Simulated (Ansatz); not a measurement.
# ClH4NOSiTe: the cost of one run

Method: RKS PBE-D4/def2-SVP; program: Ansatz 0.2.0.

**1. The system as given**

9 atoms, charge 0, spin multiplicity 1.

Atoms are counted from 1 here; the program's logs count them from 0.

Bond lengths: N1–Si2 1.715 Å, N1–H6 1.022 Å, N1–H7 1.024 Å, Si2–O3 1.670 Å, Si2–Cl4 2.107 Å, Si2–Te5 2.517 Å, O3–H8 0.974 Å, Te5–H9 1.680 Å. Angles: Si2–N1–H6 119.4°, Si2–N1–H7 119.2°, H6–N1–H7 112.4°, N1–Si2–O3 103.8°, N1–Si2–Cl4 117.4°, N1–Si2–Te5 105.3°, O3–Si2–Cl4 106.7°, O3–Si2–Te5 116.8°, Cl4–Si2–Te5 107.4°, Si2–O3–H8 114.3°, Si2–Te5–H9 91.5°.

Geometry (Å):

```mol
ClH4NOSiTe
  3D, bonds by distance, orders not assigned

  9  8  0  0  0  0  0  0  0  0999 V2000
    1.1292    1.0620   -0.5020 N   0  0
    0.0408   -0.1776   -0.0327 Si  0  0
    1.0407   -1.4092    0.4895 O   0  0
   -1.1989   -0.9967   -1.5271 Cl  0  0
   -1.4581    0.8752    1.6934 Te  0  0
    0.7608    1.9738   -0.7789 H   0  0
    1.9792    0.8127   -1.0158 H   0  0
    0.5980   -2.2708    0.5860 H   0  0
   -2.8031    0.0844    1.0704 H   0  0
  1  2  8  0
  1  6  8  0
  1  7  8  0
  2  3  8  0
  2  4  8  0
  2  5  8  0
  3  8  8  0
  5  9  8  0
M  END
```

This geometry comes from a loose relaxation at PBE in a small basis, which is not shown.

**3. Setting up the map**

- dihedral N1–Si2–O3–H8: 9 values from −180 to 140 °, periodic
- dihedral H6–N1–Si2–O3: 9 values from −180 to 140 °, periodic

Nothing else is relaxed (all other coordinates rigid). Energies count from the relaxed molecule at the same level. Points are written as (first, second).

(The set-up runs are not shown.)

**4. The run at (140°, −20°)**

input.yaml reads:

```yaml
crystal:
  periodic: [false, false, false]
  atoms:
    - { symbol: "N", position_ang: [1.12608, 1.060762, -0.504591] }
    - { symbol: Si, position_ang: [0.039499, -0.177954, -0.031256] }
    - { symbol: O, position_ang: [-1.35141, 0.64809, 0.383202] }
    - { symbol: Cl, position_ang: [0.566287, -1.346269, 1.641977] }
    - { symbol: Te, position_ang: [-0.104309, -1.723137, -2.012673] }
    - { symbol: H, position_ang: [0.764165, 1.976966, -0.774087] }
    - { symbol: H, position_ang: [1.979046, 0.812001, -1.012957] }
    - { symbol: H, position_ang: [-2.174919, 0.21511, 0.096786] }
    - { symbol: H, position_ang: [-0.10793, -3.073856, -1.014705] }
basis:
  gaussian: { orbitals: def2-SVP }
hamiltonian:
  xc: pbe
  dispersion: d4
output:
  forces: true
```

Run with:

```console
$ ansatz run input.yaml --threads 1 --pin off --max-ram 2560MiB --backend cpu --events-out ev --progress --plain --runs-dir out
```

Q: Estimate wall time and peak memory on 1 thread of Arm Neoverse V1, shared host.

About 4.8 s, with a peak of 0.14 GiB.
